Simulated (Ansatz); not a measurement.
# F2GaH5O: two geometries relaxed, part 2 of 2

Are the two ends of the reaction (exchange6) separate minima, and which lies lower? Each is relaxed from a guess. Meant to form: Ga1–O6, H5–F8, H7–F2; to break: Ga1–F2, H5–O6, H7–F8. The start is a guess near the saddle point, from which both ends are pulled out.

Ansatz 0.2.0; RKS r2SCAN/def2-SVP.

### Step 5. More of the same log: pulled along the bonds that form and break, towards end B

Output, continued:

```text
  distance Ga 0 - F 1 = 3.0921 Å
  distance H 4 - O 5 = 2.2692 Å
  distance H 6 - F 7 = 2.1939 Å
these checks for a lower state are left out or cut short: starts, cluster_reference, orbital_swaps, neighbouring_geometries, increment
1084 factors; their error is unknown
mean field -59924.64512730 eV, -2202.1900900451 hartree, gradient 1.3e-5 eV, S^2 0.000000; 0 other end points of the search recorded, 0 dependent functions left out
the calculation of the forces begins
reference -59924.64513901 eV, -2202.1900904753 hartree; 31, 31 occupied and 68, 68 virtual orbitals, 1084 factors
relax step  12: F+E_penalty+E_count = -59924.64512730 eV  Δ(F+E_penalty+E_count) = -1.952e-2 eV  max|allowed force component| = 1.157e0 eV/Å  E_restraint = 0.07985444 eV  max|allowed force component, restraints' pulls added| = 1.265e0 eV/Å  Δτ_max = 0.0961 Å  (28 SCF iters, rejected (line search))
  distance Ga 0 - O 5 = 1.8539 Å
  distance H 4 - F 7 = 0.9193 Å
  distance H 6 - F 1 = 0.9288 Å
  distance Ga 0 - F 1 = 3.0790 Å
  distance H 4 - O 5 = 2.2532 Å
  distance H 6 - F 7 = 2.1623 Å
these checks for a lower state are left out or cut short: starts, cluster_reference, orbital_swaps, neighbouring_geometries, increment
1084 factors; their error is unknown
mean field evaluation 96: about -59924.6353 eV, gradient 7.7e-5 eV
mean field -59924.63525079 eV, -2202.1897270897 hartree, gradient 7.7e-5 eV, S^2 0.000000; 0 other end points of the search recorded, 0 dependent functions left out
the calculation of the forces begins
reference -59924.63526248 eV, -2202.1897275193 hartree; 31, 31 occupied and 68, 68 virtual orbitals, 1084 factors
relax step  13: F+E_penalty+E_count = -59924.63525079 eV  Δ(F+E_penalty+E_count) = -9.639e-3 eV  max|allowed force component| = 1.320e0 eV/Å  E_restraint = 0.05756436 eV  max|allowed force component, restraints' pulls added| = 1.841e-1 eV/Å  Δτ_max = 0.0464 Å  (24 SCF iters, accepted)
  distance Ga 0 - O 5 = 1.8528 Å
  distance H 4 - F 7 = 0.9166 Å
  distance H 6 - F 1 = 0.9146 Å
  distance Ga 0 - F 1 = 3.0781 Å
  distance H 4 - O 5 = 2.2539 Å
  distance H 6 - F 7 = 2.1673 Å
these checks for a lower state are left out or cut short: starts, cluster_reference, orbital_swaps, neighbouring_geometries, increment
1084 factors; their error is unknown
mean field -59924.64261312 eV, -2202.1899976505 hartree, gradient 8.4e-6 eV, S^2 0.000000; 0 other end points of the search recorded, 0 dependent functions left out
the calculation of the forces begins
reference -59924.64262487 eV, -2202.1899980822 hartree; 31, 31 occupied and 68, 68 virtual orbitals, 1084 factors
relax step  14: F+E_penalty+E_count = -59924.64261312 eV  Δ(F+E_penalty+E_count) = -7.362e-3 eV  max|allowed force component| = 1.083e0 eV/Å  E_restraint = 0.06512141 eV  max|allowed force component, restraints' pulls added| = 5.413e-1 eV/Å  Δτ_max = 0.0975 Å  (28 SCF iters, rejected (line search))
  distance Ga 0 - O 5 = 1.8529 Å
  distance H 4 - F 7 = 0.9206 Å
  distance H 6 - F 1 = 0.9202 Å
  distance Ga 0 - F 1 = 3.0804 Å
  distance H 4 - O 5 = 2.2563 Å
  distance H 6 - F 7 = 2.1721 Å
these checks for a lower state are left out or cut short: starts, cluster_reference, orbital_swaps, neighbouring_geometries, increment
1084 factors; their error is unknown
mean field -59924.63760985 eV, -2202.1898137837 hartree, gradient 6.5e-5 eV, S^2 0.000000; 0 other end points of the search recorded, 0 dependent functions left out
the calculation of the forces begins
reference -59924.63762157 eV, -2202.1898142144 hartree; 31, 31 occupied and 68, 68 virtual orbitals, 1084 factors
relax step  15: F+E_penalty+E_count = -59924.63760985 eV  Δ(F+E_penalty+E_count) = -2.359e-3 eV  max|allowed force component| = 1.335e0 eV/Å  E_restraint = 0.05669171 eV  max|allowed force component, restraints' pulls added| = 1.289e-1 eV/Å  Δτ_max = 0.0488 Å  (25 SCF iters, accepted)
  distance Ga 0 - O 5 = 1.8524 Å
  distance H 4 - F 7 = 0.9160 Å
  distance H 6 - F 1 = 0.9145 Å
  distance Ga 0 - F 1 = 3.0783 Å
  distance H 4 - O 5 = 2.2543 Å
  distance H 6 - F 7 = 2.1678 Å
these checks for a lower state are left out or cut short: starts, cluster_reference, orbital_swaps, neighbouring_geometries, increment
1084 factors; their error is unknown
mean field -59924.63856476 eV, -2202.1898488759 hartree, gradient 7.1e-5 eV, S^2 0.000000; 0 other end points of the search recorded, 0 dependent functions left out
the calculation of the forces begins
reference -59924.63857648 eV, -2202.1898493068 hartree; 31, 31 occupied and 68, 68 virtual orbitals, 1084 factors
relax step  16: F+E_penalty+E_count = -59924.63856476 eV  Δ(F+E_penalty+E_count) = -9.549e-4 eV  max|allowed force component| = 1.332e0 eV/Å  E_restraint = 0.05533727 eV  max|allowed force component, restraints' pulls added| = 1.472e-1 eV/Å  Δτ_max = 0.0489 Å  (25 SCF iters, accepted)
  distance Ga 0 - O 5 = 1.8524 Å
  distance H 4 - F 7 = 0.9162 Å
  distance H 6 - F 1 = 0.9145 Å
  distance Ga 0 - F 1 = 3.0792 Å
  distance H 4 - O 5 = 2.2555 Å
  distance H 6 - F 7 = 2.1698 Å
these checks for a lower state are left out or cut short: starts, cluster_reference, orbital_swaps, neighbouring_geometries, increment
1084 factors; their error is unknown
mean field -59924.64075841 eV, -2202.1899294911 hartree, gradient 7.7e-5 eV, S^2 0.000000; 0 other end points of the search recorded, 0 dependent functions left out
the calculation of the forces begins
reference -59924.64077019 eV, -2202.1899299240 hartree; 31, 31 occupied and 68, 68 virtual orbitals, 1084 factors
relax step  17: F+E_penalty+E_count = -59924.64075841 eV  Δ(F+E_penalty+E_count) = -2.194e-3 eV  max|allowed force component| = 1.251e0 eV/Å  E_restraint = 0.05515429 eV  max|allowed force component, restraints' pulls added| = 2.595e-1 eV/Å  Δτ_max = 0.0727 Å  (26 SCF iters, accepted)
  distance Ga 0 - O 5 = 1.8527 Å
  distance H 4 - F 7 = 0.9174 Å
  distance H 6 - F 1 = 0.9143 Å
  distance Ga 0 - F 1 = 3.0795 Å
  distance H 4 - O 5 = 2.2564 Å
  distance H 6 - F 7 = 2.1722 Å
these checks for a lower state are left out or cut short: starts, cluster_reference, orbital_swaps, neighbouring_geometries, increment
1084 factors; their error is unknown
mean field -59924.64384042 eV, -2202.1900427531 hartree, gradient 1.2e-5 eV, S^2 0.000000; 0 other end points of the search recorded, 0 dependent functions left out
the calculation of the forces begins
reference -59924.64385220 eV, -2202.1900431859 hartree; 31, 31 occupied and 68, 68 virtual orbitals, 1084 factors
relax step  18: F+E_penalty+E_count = -59924.64384042 eV  Δ(F+E_penalty+E_count) = -3.082e-3 eV  max|allowed force component| = 1.343e0 eV/Å  E_restraint = 0.05459540 eV  max|allowed force component, restraints' pulls added| = 7.804e-2 eV/Å  Δτ_max = 0.0845 Å  (27 SCF iters, accepted)
  distance Ga 0 - O 5 = 1.8524 Å
  distance H 4 - F 7 = 0.9154 Å
  distance H 6 - F 1 = 0.9140 Å
  distance Ga 0 - F 1 = 3.0785 Å
  distance H 4 - O 5 = 2.2553 Å
  distance H 6 - F 7 = 2.1692 Å
1084 factors; their error is unknown
mean field evaluation 128: about -59916.9212 eV, gradient 7.0e1 eV
mean field -59924.64384042 eV, -2202.1900427531 hartree, gradient 1.2e-5 eV, S^2 0.000000; 1 other end points of the search recorded, 0 dependent functions left out
the calculation of the forces begins
reference -59924.64385220 eV, -2202.1900431859 hartree; 31, 31 occupied and 68, 68 virtual orbitals, 1084 factors
Total energy: -59924.64385220 eV, -2202.1900431859 hartree
Atom 0 at    -1.512739     0.241704    -0.479150 Å, force     0.688353    -0.327739     0.623015 eV/Å
Atom 1 at     1.300646    -0.158078    -1.663248 Å, force    -0.845985    -0.152381    -0.706202 eV/Å
Atom 2 at    -2.252663    -0.847316    -1.306300 Å, force    -0.000838     0.004682    -0.004975 eV/Å
Atom 3 at    -1.384171     1.777232    -0.627212 Å, force     0.005075     0.002528    -0.001189 eV/Å
Atom 4 at     1.395727     0.252988     1.511673 Å, force    -1.343211    -0.263268     0.268342 eV/Å
Atom 5 at    -0.736313    -0.352436     1.094183 Å, force     0.036576     0.320948    -0.627128 eV/Å
Atom 6 at     1.803299     0.019137    -0.920682 Å, force     0.599446     0.241265     1.160023 eV/Å
Atom 7 at     2.238391     0.372911     1.174818 Å, force     0.844834     0.095928    -0.693147 eV/Å
Atom 8 at    -0.852078    -1.306042     1.215717 Å, force     0.015751     0.078036    -0.018739 eV/Å
Dipole moment:    -0.298790    -0.194578     0.147836 e Å
```

Run time: 59 s. Hardware: 2 threads of Arm Neoverse V1, shared host; peak memory 0.16 GiB.

The steps of the relaxation:

```csv
step,energy from step 1 (eV),largest force component (eV/Å)
1,0.0000,1.9150
2,0.3380,1.8224
3,1.3258,7.4908
4,0.9953,2.2428
5,0.8496,0.9374
6x,0.9079,1.3285
7,0.8563,1.3183
8,0.7958,1.3518
9,0.7296,1.4391
10,0.7066,1.4284
11x,0.7122,0.8548
12x,0.6871,1.1574
13,0.6969,1.3200
14x,0.6896,1.0829
15,0.6946,1.3345
16,0.6936,1.3322
17,0.6914,1.2508
18,0.6883,1.3432
```

Step 1 is the start. 4 steps were tried and not accepted (marked x). Energies and forces in the table leave out the springs, which the log lists apart; the run stops on the force with the springs' pull added.

After: Bond lengths: Ga1–H3 1.555 Å, Ga1–H4 1.548 Å, Ga1–O6 1.852 Å, F2–H7 0.914 Å, H5–F8 0.915 Å, O6–H9 0.968 Å. Angles: H3–Ga1–H4 133.1°, H3–Ga1–O6 115.3°, H4–Ga1–O6 111.4°, Ga1–O6–H9 111.9°.

Pairs that crossed the distance rule for bonds on the way: came closer F2–H7, H5–F8; moved apart Ga1–F2.

### Step 6. Relaxing end B

It starts where the restrained run ended.

input.yaml reads:

```yaml
crystal:
  periodic: [false, false, false]
  atoms:
    - { symbol: Ga, position_ang: [-1.512739, 0.241704, -0.47915] }
    - { symbol: F, position_ang: [1.300646, -0.158078, -1.663248] }
    - { symbol: H, position_ang: [-2.252663, -0.847316, -1.3063] }
    - { symbol: H, position_ang: [-1.384171, 1.777232, -0.627212] }
    - { symbol: H, position_ang: [1.395727, 0.252988, 1.511673] }
    - { symbol: O, position_ang: [-0.736313, -0.352436, 1.094183] }
    - { symbol: H, position_ang: [1.803299, 0.019137, -0.920682] }
    - { symbol: F, position_ang: [2.238391, 0.372911, 1.174818] }
    - { symbol: H, position_ang: [-0.852078, -1.306042, 1.215717] }
basis:
  gaussian: { orbitals: def2-SVP }
hamiltonian:
  xc: r2scan
relax:
  f_tol: 0.03
  max_steps: 50
```

Launch:

```console
$ ansatz run input.yaml --threads 2 --pin off --max-ram 3072MiB --backend cpu --events-out ev --progress --plain --runs-dir out
```

Log, cut to the lines that bear on the results:

```text
Warning: RAYON_NUM_THREADS=2 ignored (pool sized by the plan → 2); use --threads N
[...]
Functional definition: r2SCAN
[...]
1084 factors; their error is unknown
[...]
mean field -59924.64383200 eV, -2202.1900424437 hartree, gradient 1.7e-5 eV, S^2 0.000000; 0 other end points of the search recorded, 0 dependent functions left out
[...]
reference -59924.64384372 eV, -2202.1900428742 hartree; 31, 31 occupied and 68, 68 virtual orbitals, 1084 factors
relax step   1: F+E_penalty+E_count = -59924.64383200 eV  Δ(F+E_penalty+E_count) = +0.000e0 eV  max|allowed force component| = 1.343e0 eV/Å  Δτ_max = 0.0000 Å  (26 SCF iters, accepted)
[...]
relax step   5: F+E_penalty+E_count = -59925.66034234 eV  Δ(F+E_penalty+E_count) = -1.506e-2 eV  max|allowed force component| = 3.001e0 eV/Å  Δτ_max = 0.1989 Å  (33 SCF iters, accepted)
[...]
Total energy: -59926.28756018 eV, -2202.2504483401 hartree
Atom 0 at    -0.979543     0.292178    -0.749152 Å, force    -0.019101     0.007816    -0.009169 eV/Å
Atom 1 at     0.741587     0.002102    -1.383277 Å, force     0.009728    -0.008994    -0.006486 eV/Å
Atom 2 at    -1.881903    -0.907073    -1.162527 Å, force     0.003690     0.008743     0.003666 eV/Å
Atom 3 at    -1.217764     1.820604    -0.634492 Å, force    -0.000306    -0.004984    -0.000038 eV/Å
Atom 4 at     0.589614    -0.082953     1.175712 Å, force     0.022926     0.004494    -0.016498 eV/Å
Atom 5 at    -0.402474    -0.249938     1.144763 Å, force    -0.012741    -0.007780     0.006097 eV/Å
Atom 6 at     1.656630     0.124191    -0.315133 Å, force    -0.001870     0.009085    -0.011139 eV/Å
Atom 7 at     2.014952     0.195539     0.603433 Å, force     0.002233    -0.001191     0.022023 eV/Å
Atom 8 at    -0.521001    -1.194550     1.320472 Å, force    -0.004558    -0.007189     0.011545 eV/Å
Dipole moment:    -0.268922    -0.355629     0.340634 e Å
```

Wall time 62 s (2 threads of Arm Neoverse V1, shared host); peak memory 0.16 GiB.

The steps of the relaxation:

```csv
step,energy from step 1 (eV),largest force component (eV/Å)
1,0.0000,1.3432
2,-0.3793,0.9761
3,-0.7241,0.8204
4,-1.0014,1.9789
5,-1.0165,3.0007
6,-1.2523,1.2384
7,-1.4270,0.5583
8,-1.4714,2.5005
9,-1.4753,1.2021
10,-1.5539,0.8208
11,-1.5891,0.6257
12x,-1.5774,0.4731
13,-1.6381,0.1672
14,-1.6430,0.0572
15x,-1.6430,0.0804
16,-1.6437,0.0229
```

Step 1 is the start. 2 steps were tried and not accepted (marked x).

After: Bond lengths: Ga1–F2 1.857 Å, Ga1–H3 1.557 Å, Ga1–H4 1.551 Å, Ga1–O6 2.053 Å, H5–O6 1.007 Å, H7–F8 0.989 Å, O6–H9 0.968 Å. Angles: F2–Ga1–H3 109.0°, F2–Ga1–H4 108.8°, F2–Ga1–O6 90.8°, H3–Ga1–H4 133.6°, H3–Ga1–O6 101.8°, H4–Ga1–O6 103.6°, Ga1–O6–H5 105.2°, Ga1–O6–H9 113.0°, H5–O6–H9 106.1°.

Pairs that crossed the distance rule for bonds on the way: came closer Ga1–F2, H5–O6, H7–F8; moved apart F2–H7, H5–F8.

### Step 7. Results

The summary covers parts 1 to 2.

| quantity | value |
| --- | --- |
| end A | 12 moves, 1.174 eV lower |
| end B | 13 moves, 1.644 eV lower |
| largest difference between the ends | 0.02 Å |
| end B relative to end A | +0.000 eV |

What this shows: Both starts fell into the same minimum (no atom differs by more than 0.02 Å), so from this start no second minimum was found and no band was run; another arrangement could still be one.
